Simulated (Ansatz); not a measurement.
# CH4SeSi (SMILES C1[SiH2][Se]1): single points off equilibrium

A test off equilibrium: a structure displaced at random from a GFN2-xTB minimum is computed at several levels, and each is set against CCSD(T).

The runs use Ansatz 0.2.0, Gaussian basis; single points in def2-TZVPP.

Cores are frozen in the correlated methods. Filled d shells of the heavier atoms are correlated.

## Step 1: The system as given

7 atoms, charge 0, spin multiplicity 1.

Atoms are counted from 1 here; the program's logs count them from 0.

Bond lengths: C1–Si2 1.884 Å, C1–Se3 1.995 Å, C1–H4 0.955 Å, C1–H5 1.146 Å, Si2–Se3 2.144 Å, Si2–H6 1.440 Å, Si2–H7 1.493 Å. Angles: Si2–C1–Se3 67.0°, Si2–C1–H4 117.7°, Si2–C1–H5 118.1°, Se3–C1–H4 115.7°, Se3–C1–H5 105.4°, H4–C1–H5 119.7°, C1–Si2–Se3 58.9°, C1–Si2–H6 118.2°, C1–Si2–H7 115.0°, Se3–Si2–H6 119.2°, Se3–Si2–H7 120.0°, H6–Si2–H7 114.3°, C1–Se3–Si2 54.0°.

Geometry (Å):

```csv
atom,x (Å),y (Å),z (Å)
C1,-0.64810,-0.57530,-0.34190
Si2,0.70610,0.43820,0.48780
Se3,-0.33500,1.18190,-1.23260
H4,-0.38310,-1.34530,-0.83990
H5,-1.70860,-0.51460,0.08890
H6,0.43170,1.01520,1.77870
H7,2.08490,-0.11520,0.34340
```

## Step 2: CCSD(T)/def2-TZVPP

run/in.yaml

```yaml
crystal:
  periodic: [false, false, false]
  atoms:
    - {symbol: C, position_ang: [-0.648100, -0.575300, -0.341900]}
    - {symbol: Si, position_ang: [0.706100, 0.438200, 0.487800]}
    - {symbol: Se, position_ang: [-0.335000, 1.181900, -1.232600]}
    - {symbol: H, position_ang: [-0.383100, -1.345300, -0.839900]}
    - {symbol: H, position_ang: [-1.708600, -0.514600, 0.088900]}
    - {symbol: H, position_ang: [0.431700, 1.015200, 1.778700]}
    - {symbol: H, position_ang: [2.084900, -0.115200, 0.343400]}
basis:
  gaussian: {orbitals: def2-TZVPP}
correlation: {method: ccsd_t}
output: {forces: true}
```

No record of the launch command was kept for these runs.

## Step 3: PBE0-D4/def2-TZVPP

run/in.yaml, as its differences from that of step 2:

```diff
@@ -12,3 +12,3 @@
   gaussian: {orbitals: def2-TZVPP}
-correlation: {method: ccsd_t}
-output: {forces: true}
+hamiltonian: {xc: pbe0, dispersion: d4}
+output: {forces: true, orbitals: {seedname: orbitals}}
```

## Step 4: wB97M-V/def2-TZVPP

run/in.yaml, as its differences from that of step 3:

```diff
@@ -12,3 +12,3 @@
   gaussian: {orbitals: def2-TZVPP}
-hamiltonian: {xc: pbe0, dispersion: d4}
-output: {forces: true, orbitals: {seedname: orbitals}}
+hamiltonian: {xc: {name: wB97M-V}}
+output: {forces: true}
```

## Step 5: r2SCAN-D4/def2-TZVPP

run/in.yaml, as its differences from that of step 4:

```diff
@@ -12,3 +12,3 @@
   gaussian: {orbitals: def2-TZVPP}
-hamiltonian: {xc: {name: wB97M-V}}
+hamiltonian: {xc: r2scan, dispersion: d4}
 output: {forces: true}
```

## Step 6: PBE-D4/def2-TZVPP

run/in.yaml, as its differences from that of step 5:

```diff
@@ -12,3 +12,3 @@
   gaussian: {orbitals: def2-TZVPP}
-hamiltonian: {xc: r2scan, dispersion: d4}
+hamiltonian: {xc: pbe, dispersion: d4}
 output: {forces: true}
```

## Step 7: LC-wPBE/def2-TZVPP

run/in.yaml, as its differences from that of step 6:

```diff
@@ -12,3 +12,3 @@
   gaussian: {orbitals: def2-TZVPP}
-hamiltonian: {xc: pbe, dispersion: d4}
+hamiltonian: {xc: {name: LC-wPBE}}
 output: {forces: true}
```

## Step 8: wB97X-V/def2-TZVPP

run/in.yaml, as its differences from that of step 7:

```diff
@@ -12,3 +12,3 @@
   gaussian: {orbitals: def2-TZVPP}
-hamiltonian: {xc: {name: LC-wPBE}}
+hamiltonian: {xc: {name: wB97X-V}}
 output: {forces: true}
```

(Steps that only read results are left out.)

Q: Predict the outcome of this session. Wanted: energy less free atoms, CCSD(T)/def2-TZVPP; RMS force component; RMS force error; HOMO and LUMO, PBE0-D4; T1 diagnostic.

**Answer**, as computed:

| quantity | value |
| --- | --- |
| energy less free atoms, CCSD(T)/def2-TZVPP | -22.347 eV |
| RMS force component | 2.370 to 2.434 eV/Å over the methods |
| RMS force error | PBE0-D4 0.130, wB97M-V 0.110, r2SCAN-D4 0.085, PBE-D4 0.123, LC-wPBE 0.299, wB97X-V 0.162 eV/Å |
| HOMO and LUMO, PBE0-D4 | -6.74 and -0.37 eV |
| T1 diagnostic | 0.011 |

What this shows: Against CCSD(T) the functionals' energies less atoms differ by -0.883 to -0.314 eV, PBE-D4 by -0.883 eV. A larger basis would deepen the CCSD(T) value, while the functionals are nearly converged already, so the order here is not reliable. The forces of r2SCAN-D4 come nearest to CCSD(T), those of LC-wPBE are farthest. Frozen-core CCSD(T) forces in triple zeta carry basis errors of their own, and this is one geometry, so small gaps rank nothing.
